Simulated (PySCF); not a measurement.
# H2Nd (Nd(H)2): the cost of one run

The runs use PySCF 2.14.0; PBE0, Nd lcecp-0-SVP with ECP50, H def2-SVP; scalar-relativistic core potentials, no spin–orbit coupling.

1 further run of the same task is left out (for a known fault of the program).

### 1 The system as given

3 atoms, charge 0, spin multiplicity 1.

Bond lengths: Nd1–H2 2.423 Å, Nd1–H3 2.423 Å. Angles: H2–Nd1–H3 131.8°.

As a file:

```mol
H2Nd
  3D, bonds by distance, orders not assigned

  3  2  0  0  0  0  0  0  0  0999 V2000
    0.0000    0.0000    0.0000 Nd  0  0
    2.2112    0.0000    0.9896 H   0  0
   -2.2112    0.0000    0.9896 H   0  0
  1  2  8  0
  1  3  8  0
M  END
```

Formal oxidation states: Nd +2. Each metal's 4 4f electrons lie in its core potential, so multiplicities, spins and levels count the valence alone.

### 2 SCF at the start, singlet

Contents of run.py (the lines that set the calculation):

```python
mol = gto.M(atom='''
Nd     0.00000     0.00000     0.00000
H      2.21120     0.00000     0.98960
H     -2.21120     0.00000     0.98960''',
    basis={'Nd': 'lcecp-0-SVP', 'H': 'def2-SVP'},
    ecp={'Nd': 'lcecp-0-SVP'},
    charge=0, spin=0)
mf = dft.RKS(mol, xc='PBE0')
mf.grids.atom_grid = (50, 194)  # f atoms: unpruned, at least (60, 302)
mf = mf.density_fit()  # fitting sets: Nd AutoAux, H def2-universal-JKFIT
mf.conv_tol = 1e-08; mf.max_cycle = 55
mf.kernel(dm0)  # dm0: free metal ions and neutral atoms
```

Launch:

```bash
> OMP_NUM_THREADS=2 python run.py
```

Q: Estimate wall time and peak memory on 2 threads of Arm Neoverse V1, shared host.

About 1.4 s, with a peak of 0.28 GiB.
